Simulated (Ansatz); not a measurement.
# SiGeH5NF2: one species, many methods

Aim: compute SiGeH5NF2 with functionals from several rungs and with coupled cluster, and see how far each lands from CCSD(T) at the basis-set limit for the atomisation energy.

Method: functionals in def2-TZVPP, the program's frozen cores in correlated methods; program: Ansatz 0.2.0, Gaussian basis.

The runs, in order: PBE-D4, r2SCAN-D4, PBE0-D4, B3LYP-D4, ωB97X-V, ωB97M-V, B2PLYP; CCSD(T)/def2-TZVPP; MP2/def2-QZVPP; extrapolation to the limit.

**1. The geometry**

All runs share one geometry, relaxed beforehand with PBE0-D4/def2-TZVP.

SMILES `F[SiH](F)[NH][GeH3]`, 10 atoms, charge 0, spin multiplicity 1.

Atoms are counted from 1 here; the program's logs count them from 0.

Bond lengths: F1–Si2 1.590 Å, Si2–F3 1.589 Å, Si2–N4 1.684 Å, Si2–H6 1.472 Å, N4–Ge5 1.852 Å, N4–H7 1.009 Å, Ge5–H8 1.537 Å, Ge5–H9 1.537 Å, Ge5–H10 1.531 Å. Angles: F1–Si2–F3 103.9°, F1–Si2–N4 113.0°, F1–Si2–H6 108.0°, F3–Si2–N4 109.7°, F3–Si2–H6 110.3°, N4–Si2–H6 111.6°, Si2–N4–Ge5 128.2°, Si2–N4–H7 116.4°, Ge5–N4–H7 115.2°, N4–Ge5–H8 109.3°, N4–Ge5–H9 109.0°, N4–Ge5–H10 106.3°, H8–Ge5–H9 109.7°, H8–Ge5–H10 111.2°, H9–Ge5–H10 111.3°.

**2. PBE-D4 (GGA)**

Input file in.yaml:

```yaml
crystal:
  periodic: [false, false, false]
  atoms:
    - {symbol: F, position_ang: [-1.023272, 0.671775, 2.154345]}
    - {symbol: Si, position_ang: [-0.701820, 1.227477, 0.699301]}
    - {symbol: F, position_ang: [0.673827, 2.001582, 0.880526]}
    - {symbol: N, position_ang: [-0.520213, 0.006788, -0.446421]}
    - {symbol: Ge, position_ang: [0.846759, -1.233786, -0.589706]}
    - {symbol: H, position_ang: [-1.770795, 2.167340, 0.324729]}
    - {symbol: H, position_ang: [-1.285162, -0.120351, -1.091860]}
    - {symbol: H, position_ang: [1.553279, -1.055496, -1.943098]}
    - {symbol: H, position_ang: [0.251621, -2.648236, -0.499638]}
    - {symbol: H, position_ang: [1.801077, -0.956492, 0.575021]}
basis:
  gaussian: {orbitals: def2-TZVPP}
hamiltonian: {xc: pbe, dispersion: d4}
output: {forces: true, orbitals: {seedname: orbitals}}
```

After this run come: r2SCAN-D4 (meta-GGA); PBE0-D4 (hybrid); B3LYP-D4 (hybrid); ωB97X-V (range-separated); ωB97M-V (range-separated); B2PLYP (double hybrid); CCSD(T) in def2-TZVPP; MP2 in def2-QZVPP.

**Question.** What will the summary of the whole plan be? Wanted: atomisation energy, CCSD(T)/CBS; farthest; mean size of error, hybrid; mean size of error, range-separated; gap, smallest and largest; T1 diagnostic; triples share of the correlation energy.

As calculated:

```
                               quantity                                 value
        atomisation energy, CCSD(T)/CBS                         3499.6 kJ/mol
 functionals within 35.0 kJ/mol (1.0 %)   PBE-D4, r2SCAN-D4, ωB97X-V, ωB97M-V
                               farthest                PBE0-D4 (-81.7 kJ/mol)
             mean size of error, hybrid                           62.8 kJ/mol
    mean size of error, range-separated                           14.2 kJ/mol
              gap, smallest and largest  5.94 eV (PBE-D4), 12.61 eV (ωB97X-V)
                          T1 diagnostic                                0.0115
triples share of the correlation energy                                 3.1 %
```

What this shows: PBE-D4 is off by -24.4 kJ/mol, about 2.7 kJ/mol a bond. Taken by rung, range-separated functionals do best (14.2 kJ/mol on average) and hybrid ones worst (62.8 kJ/mol). Rungs with a single functional here are left out of that count. The reference freezes the cores and leaves out relativity and excitations past (T), and its outer-core shells are covered unevenly, so misses under about 35.0 kJ/mol can't be ranked. Hartree-Fock recovers 72 % of the binding; the rest is correlation. Orbital gaps span 5.9 to 12.6 eV; exact exchange widens them. Correlated methods include outer-core shells of Ge, which these sets cover unevenly.
